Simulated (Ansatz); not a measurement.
A run of Ansatz 0.2.0:

input.yaml

```yaml
crystal:
  lattice:
    - [3.7029743866, 0.0, 0.0]
    - [-1.8514871933, 3.2068698884, 0.0]
    - [0.0, 0.0, 3.694211]
  atoms:
    - { symbol: Te, position: [0.6666666667, 0.3333333333, 0.0] }
    - { symbol: Nb, position: [0.0, 0.0, 0.5] }
kpoints:
  mp_grid: { grid: [8, 8, 7] }
scf:
  occupations: { method: fermi_dirac, width: 0.05 }
hamiltonian:
  xc: pbesol
  pseudopotentials: { kind: all_electron, lapw: { basis_error: 0.001 } }
output:
  forces: true
  stress: true
relax:
  f_tol: 0.005
  max_steps: 60
  cell: { p_target: 5 }
```

Potentials or basis: all-electron LAPW, scalar-relativistic.

Launch:

```sh
$ ansatz run input.yaml --threads 1 --pin off --max-ram 3072MiB --backend cpu --events-out ev --progress --plain --runs-dir out
```

Hardware: 1 thread of Intel(R) Xeon(R) Processor @ 2.50GHz (Skylake/Cascade Lake) (shared host).

Task: How long does it take, and how much memory?

Result: Run time: 2.7 min on 1 thread of Intel(R) Xeon(R) Processor @ 2.50GHz (Skylake/Cascade Lake) (shared host), peak memory 0.36 GiB. Counts: scf iterations 36, plane waves 405, k points 40, bands 32, ion steps 6.
